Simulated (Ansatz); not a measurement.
# BBrFH5Si2: the cost of one run

Program: Ansatz 0.2.0. Level of theory: RKS PBE0-D4/def2-SVP. These are calculated values, not measurements.

### 1 The starting structure

Bond lengths: F1–B2 1.495 Å, B2–Br3 2.009 Å, B2–Si4 1.916 Å, Si4–Si5 2.219 Å, Si4–H6 1.432 Å, Si4–H7 1.513 Å, Si5–H8 1.471 Å, Si5–H9 1.503 Å, Si5–H10 1.488 Å. Angles (14 of 15 angles, heavy atoms first): F1–B2–Br3 119.2°, F1–B2–Si4 119.6°, Br3–B2–Si4 121.1°, B2–Si4–Si5 110.0°, B2–Si4–H6 113.5°, B2–Si4–H7 107.5°, Si5–Si4–H6 110.6°, Si5–Si4–H7 106.8°, Si4–Si5–H8 111.0°, Si4–Si5–H9 112.5°, Si4–Si5–H10 108.7°, H6–Si4–H7 108.2°, H8–Si5–H9 110.0°, H8–Si5–H10 107.9°.

Coordinates:

```xyz
10

F     2.1213   -1.5909    0.3244
B     0.7450   -1.6458   -0.2563
Br   -0.1943   -3.4169   -0.3886
Si   -0.0865   -0.0345   -0.8751
Si   -0.3906    1.3624    0.8219
H     0.6319    0.6081   -1.9343
H    -1.4607   -0.4016   -1.3899
H    -1.0415    2.6024    0.3732
H    -1.1794    0.7429    1.9411
H     0.9378    1.7226    1.3867
```

### 2 Relaxing end A

input.yaml reads:

```yaml
crystal:
  periodic: [false, false, false]
  atoms:
    - { symbol: F, position_ang: [2.1213, -1.5909, 0.3244] }
    - { symbol: B, position_ang: [0.745, -1.6458, -0.2563] }
    - { symbol: Br, position_ang: [-0.1943, -3.4169, -0.3886] }
    - { symbol: Si, position_ang: [-0.0865, -0.0345, -0.8751] }
    - { symbol: Si, position_ang: [-0.3906, 1.3624, 0.8219] }
    - { symbol: H, position_ang: [0.6319, 0.6081, -1.9343] }
    - { symbol: H, position_ang: [-1.4607, -0.4016, -1.3899] }
    - { symbol: H, position_ang: [-1.0415, 2.6024, 0.3732] }
    - { symbol: H, position_ang: [-1.1794, 0.7429, 1.9411] }
    - { symbol: H, position_ang: [0.9378, 1.7226, 1.3867] }
basis:
  gaussian: { orbitals: def2-SVP }
hamiltonian:
  xc: pbe0
  dispersion: d4
relax:
  f_tol: 0.02
  max_steps: 50
```

Started as:

```sh
$ ansatz run input.yaml --threads 2 --pin off --max-ram 3072MiB --backend cpu --events-out ev --progress --plain --runs-dir out
```

Q: Estimate wall time and peak memory on 2 threads of Intel Xeon Platinum 8488C (Sapphire Rapids), shared host.

About 96 s, with a peak of 0.34 GiB.
